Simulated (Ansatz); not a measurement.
# Indium, diamond under BLYP: structure, energy and stiffness

Aim: take indium in the diamond structure, relax it, solve it on a dense k-mesh, then scale the cell to 7 volumes from 88 to 112 % of the relaxed one and try a fit of the equation of state. Spin polarisation is left out. The k-meshes are 8×8×8 for the relaxation; 13×13×13 for the dense run; 9×9×9 for the volumes.

This is In in the diamond structure; at room conditions it is tetragonal.

Computed with Ansatz 0.2.0 (DFT BLYP, plane waves (420 eV) with PAW, scalar-relativistic; PAW files made under PBE, frozen cores solved again for the functional, unless a step says otherwise).

## Step 1: The starting structure

Symmetry: Fd-3m, No. 227, cubic system. Conventional cell: a = 6.560 Å, b = 6.560 Å, c = 6.560 Å, α = 90.00°, β = 90.00°, γ = 90.00°. Around In (site symmetry -43m) lie 4 In at 2.84 Å.

As a file:

```xyz
2
Lattice="0.0000 3.2802 3.2802 3.2802 0.0000 3.2802 3.2802 3.2802 0.0000" Properties=species:S:1:pos:R:3 pbc="T T T"
In    0.8200    0.8200    0.8200
In    5.7403    5.7403    5.7403
```

## Step 2: Geometry optimisation

input.yaml reads:

```yaml
crystal:
  lattice:
    - [0.0, 3.2801942926, 3.2801942926]
    - [3.2801942926, 0.0, 3.2801942926]
    - [3.2801942926, 3.2801942926, 0.0]
  atoms:
    - { symbol: In, position: [0.125, 0.125, 0.125] }
    - { symbol: In, position: [0.875, 0.875, 0.875] }
hamiltonian:
  xc: blyp
  pseudopotentials:
    kind: paw
    azcp:
      In: "pseudopotentials/In.paw.azcp"
basis:
  ecutwfc: 420
  fft_grid_basis: typed
kpoints:
  mp_grid: { grid: [8, 8, 8], shift: [0, 0, 0] }
magnetization:
  spin_polarized: false
scf:
  occupations: { method: fermi_dirac, width: 0.1 }
relax:
  max_steps: 60
  f_tol: 0.01
  cell: {}
```

The runs that follow: The energy on a finer k-mesh; Equation of state: 88 %; Equation of state: 92 %; Equation of state: 96 %; Equation of state: 100 %; Equation of state: 104 %; Equation of state: 108 %; Equation of state: 112 %.

Before running it: what results should come out? Wanted: space group; conventional cell; volume; shortest distance; gap on the mesh; relative to body-centred tetragonal; V₀, B₀, B₀′.

As calculated:

| quantity | value |
| --- | --- |
| space group (spins left aside) | Fd-3m (No. 227) |
| conventional cell | a = 6.995 Å |
| volume | 42.784 Å³/atom |
| shortest distance | 3.029 Å |
| gap on the mesh | none (levels filled in part) |
| relative to body-centred tetragonal | +131 meV/atom |
| V₀, B₀, B₀′ | 42.407 Å³/atom, 13.1 GPa, 4.3 |

The relaxation enlarged the cell by 21.2 % in volume. It lies 131 meV/atom above the element's reference form at the same level (body-centred tetragonal, from a run of its own). No gap shows: it is a metal or semimetal at this level. B₀ comes out at 13.1 GPa, a soft solid. Relaxation kept the symmetry; phonons were not checked.
